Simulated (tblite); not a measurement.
# Ga3H14N3OSi: the cost of one run

Programs: tblite 0.8.0 and PySCF 2.14.0. All values are calculated, for the isolated system unless a continuum is named. Atoms count from 0, parts from 1.

### 1 Starting point

22 atoms, charge 0, multiplicity 1; geometry: distance geometry start.

### 2 Geometry optimisation with GFN2-xTB

Job settings and geometry (Å):

```
{"job": {"kind": "relax", "xc": "GFN2-xTB", "basis": "xTB"}, "charge": 0, "multiplicity": 1}
N     -0.722453    -1.344717    -0.188086
Ga     1.064807    -1.186863     0.532761
N      0.993103    -0.676516     2.386025
Ga    -0.843575    -0.363917     2.870463
N     -1.606116     1.003477     1.729617
Ga    -1.617816     0.378129    -0.091060
Si    -0.452878     1.912739    -1.437199
O      1.030315     1.165139    -2.034016
H     -0.675878    -1.651836    -1.146269
H     -1.230546    -2.018502     0.362069
H      1.824834    -0.132172    -0.258359
H      1.766724    -2.525548     0.418371
H      1.341969    -1.394715     2.951268
H      1.516499     0.177902     2.534418
H     -1.672550    -1.632349     2.721068
H     -0.909485     0.107796     4.347169
H     -2.554091     1.221445     2.030212
H     -1.029776     1.875641     1.804218
H     -3.045344     0.243811    -0.578062
H     -0.150610     3.044836    -0.680690
H     -1.278325     2.276776    -2.516363
H      1.100623     0.635238    -2.869536
```

Method: GFN2-xTB geometry optimisation, gas phase.

Command:

```bash
OMP_NUM_THREADS=1 python cluster_run.py task.json out
```

The driver reads the jobs from task.json and runs them one after another.

Q: Estimate the wall time of this first job on 1 thread of AMD EPYC, shared host.

About 20 s.
